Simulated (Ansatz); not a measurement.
Nb2Si: single point with LDA

The system is Nb2Si, a sheet with vacuum.

```
Nb Si
1.0
     3.48018    0.00000    0.00000
    -1.74009    3.01393    0.00000
     0.00000    0.00000   29.16017
Nb Si
2 1
Cartesian
  0.0000 2.0093 7.1340
  1.7401 1.0046 9.8661
  0.0000 0.0000 8.4999
```

The cell was built by a generator and needn't be a form met in nature.

* Program: Ansatz 0.2.0
* Task: single point
* Functional: LDA
* Potentials or basis: all-electron LAPW, scalar-relativistic
* Cutoff: 239 eV (chosen from the basis error)
* Basis error allowed: 0.002 eV/atom
* k mesh: 9 × 9 × 1
* Occupations: fermi-dirac, width 0.05 eV
* Spin: no spin polarisation

The largest force is 0.602 eV/Å, the band gap on the k mesh is none (metal or under the smearing width) and the work function is 4.14 eV.

Forces on the atoms (eV/Å):
```
Nb   0.000  0.000  0.602
Nb   0.000  0.000 -0.602
Si   0.000  0.000  0.000
```

Stress tensor (GPa, compression positive):
```
-1.30  0.00  0.00
 0.00 -1.30  0.00
 0.00  0.00 -0.86
```

Levels at points of the mesh, in eV from the Fermi level:
```tsv
k point	band 32	band 33	band 34	band 35	band 36	band 37	band 38	band 39
(0.00, 0.00, 0.00)	-2.01	-1.15	-0.44	-0.44	-0.28	-0.11	0.27	0.27
```

Run time: 30 s on 4 threads of Intel(R) Xeon(R) Processor @ 2.50GHz (Skylake/Cascade Lake), on a shared host, peak memory 0.68 GiB.
